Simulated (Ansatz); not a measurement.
# Eu3O: the cost of one run

Program: Ansatz 0.2.0. Level of theory: DFT PBE, scalar-relativistic, plane waves, PAW. These are calculated values, not measurements.

7 further runs of the same task are left out: 2 that didn't finish, 5 set aside as unsound or not needed.

**1. The system as given**

It takes space group Cmmm (No. 65, orthorhombic). Conventional cell: a = 4.385 Å, b = 6.201 Å, c = 23.201 Å, α = 90.00°, β = 90.00°, γ = 90.00°. Eu (site symmetry mm2) is surrounded by 6 Eu at 3.74 to 3.80 Å. Eu (site symmetry mmm) is surrounded by 8 Eu at 3.74 to 3.80 Å.

Coordinates:

```xyz
3
Lattice="3.7975 0.0000 0.0000 -1.2658 3.5804 0.0000 0.0000 0.0000 23.2014" Properties=species:S:1:pos:R:3 pbc="T T T"
Eu    1.2658    1.7902    8.5000
Eu    0.0000    0.0000   11.5299
Eu    1.2658    1.7902   14.5616
```

Miller indices refer to the conventional cell of the relaxed bulk, Im-3m (No. 229): a = 4.385 Å, b = 4.385 Å, c = 4.385 Å, α = 90.00°, β = 90.00°, γ = 90.00°.

It is a (110) slab, 6.2 Å thick as cut, with 17 Å of vacuum; its outer planes are Eu (top) and Eu (bottom). An earlier relaxation, lower half held, gave -26298.5240 eV, work function 2.66 eV.

**2. O at the top (Eu) site**

input.yaml reads:

```yaml
crystal:
  lattice:
    - [3.7975493932, 0.0, 0.0]
    - [-1.2658497977, 3.5803639037, 0.0]
    - [0.0, 0.0, 25.2013721908]
  atoms:
    - { symbol: Eu, position: [0.5, 0.5, 0.3372832216], spin: 7.76 }
    - { symbol: Eu, position: [0.0, 0.0, 0.457509122], spin: 7.72 }
    - { symbol: Eu, position: [0.5, 0.5, 0.5778111367], spin: 7.76 }
    - { symbol: O, position: [0.5, 0.5, 0.6825673372], spin: 2.0 }
basis:
  ecutwfc: 420
kpoints:
  mp_grid: { grid: [8, 8, 1] }
hamiltonian:
  xc: pbe
scf:
  occupations: { method: gaussian, width: 0.1 }
  lower_state_search: "off"
output:
  forces: true
  eigenvalues: true
  populations: true
  write_density: true
  write_potential: true
  elf: true
  volumetric_format: npy
magnetization:
  spin_polarized: true
relax:
  adjacent_minimum: "off"
  f_tol: 0.03
  max_steps: 70
  constraints: [{ sites: [0] }]
efield:
  axis: 3
  dipole_correction: true
  ramp_width: 0.04
```

Launch:

```sh
$ ansatz run input.yaml --threads 4 --pin off --max-ram 10240MiB --backend cpu --events-out ev --progress --plain --runs-dir out
```

Q: Estimate wall time and peak memory on 4 threads of Arm Neoverse V1, shared host.

About 4.7 min, with a peak of 1 GiB.
